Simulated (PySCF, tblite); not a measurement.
**C₄H₉BN₂Si: geometry, infrared bands and NMR shifts**

What infrared bands and NMR shifts should C₄H₉BN₂Si (`C#C[C@H]1CNB[SiH2]N1`) show?

Programs: tblite 0.8.0 and PySCF 2.14.0, with density-fitted response routines of our own. Each step states its level of theory. These are calculated values for one molecule in the gas phase, unless marked as measured. Atoms count from 0, in the outputs and in this text.

### 1 The starting structure

17 atoms, charge 0, multiplicity 1; geometry from: force field or distance geometry start.

Bonds of the start (Å): C0–C1 1.22, C1–C2 1.44, C2–C3 1.47, C3–N4 1.44, N4–B5 1.50, B5–Si6 1.95, Si6–N7 1.79, N7–C2 1.47, C0–H8 1.06, C2–H9 1.13, C3–H10 1.12, C3–H11 1.13, N4–H12 1.01, B5–H13 1.19, Si6–H14 1.47, Si6–H15 1.47, N7–H16 1.06.

### 2 Relaxing the molecule with GFN2-xTB

What the job is given:

```
{"job": {"kind": "relax", "xc": "GFN2-xTB", "basis": "xTB"}, "charge": 0, "multiplicity": 1}
C      2.702200    -0.073400     0.082100
C      1.598800    -0.075800    -0.445800
C      0.295100    -0.098800    -1.062000
C     -0.563800    -1.225000    -0.673100
N     -0.880400    -1.409300     0.715000
B     -1.312100    -0.171200     1.434200
Si    -0.648900     1.519500     0.724100
N     -0.336700     1.226400    -1.011700
H      3.664000    -0.073700     0.526100
H      0.490600    -0.232800    -2.163800
H     -1.547800    -1.152500    -1.212100
H     -0.088400    -2.189400    -1.007000
H     -0.405900    -2.129300     1.246800
H     -2.460300    -0.153400     1.758700
H      0.636700     1.755600     1.395800
H     -1.604100     2.612000     0.953200
H      0.454000     1.883100    -1.270400
```

On the command line:

```sh
$ OMP_NUM_THREADS=1 python probes_run.py task.json out
```

This one command runs all jobs of the session in turn.

**Question.** This job is followed by: GFN2-xTB harmonic vibrations, gas phase; GIAO PBE0/pcSseg-1 NMR shielding, non-relativistic, gas phase. What will the session give for the following? strongest single infrared mode (GFN2-xTB); zero-point energy (GFN2-xTB); 13C shifts against TMS (PBE0/pcSseg-1); 1H shifts against TMS (PBE0/pcSseg-1); 15N shifts against NH3 (PBE0/pcSseg-1); 11B shifts against BF3·OEt2 (PBE0/pcSseg-1); 29Si shifts against TMS (PBE0/pcSseg-1).

**Answer**, as computed:

| quantity | value |
| --- | --- |
| strongest single infrared mode (GFN2-xTB) | 2061 cm⁻¹, 506 km/mol |
| zero-point energy (GFN2-xTB) | 78.8 kcal/mol |
| 13C shifts against TMS (PBE0/pcSseg-1) | 89.2, 79.7, 55.7, 47.2 ppm |
| 1H shifts against TMS (PBE0/pcSseg-1) | 6.10, 5.56, 5.00, 4.76, 3.94, 3.82, 3.26, 1.85, 0.39 ppm |
| 15N shifts against NH3 (PBE0/pcSseg-1) | 159.2, 32.1 ppm |
| 11B shifts against BF3·OEt2 (PBE0/pcSseg-1) | 42.2 ppm |
| 29Si shifts against TMS (PBE0/pcSseg-1) | -62.4 ppm |

What this shows: Relaxing lowered the energy by 1.986 eV in 96 steps; the close pair that moved most is N4–B5, from 1.495 to 1.379 Å. No mode is imaginary among the 45: a minimum at this level. The strongest single mode, at 2061 cm⁻¹, moves mainly H14. Unscaled tight-binding wavenumbers are off by several per cent, some by more. Its intensities can rank the bands wrongly. At PBE0/pcSseg-1: The widest tensor belongs to C1: span 304 ppm, with a paramagnetic part of -169 ppm.
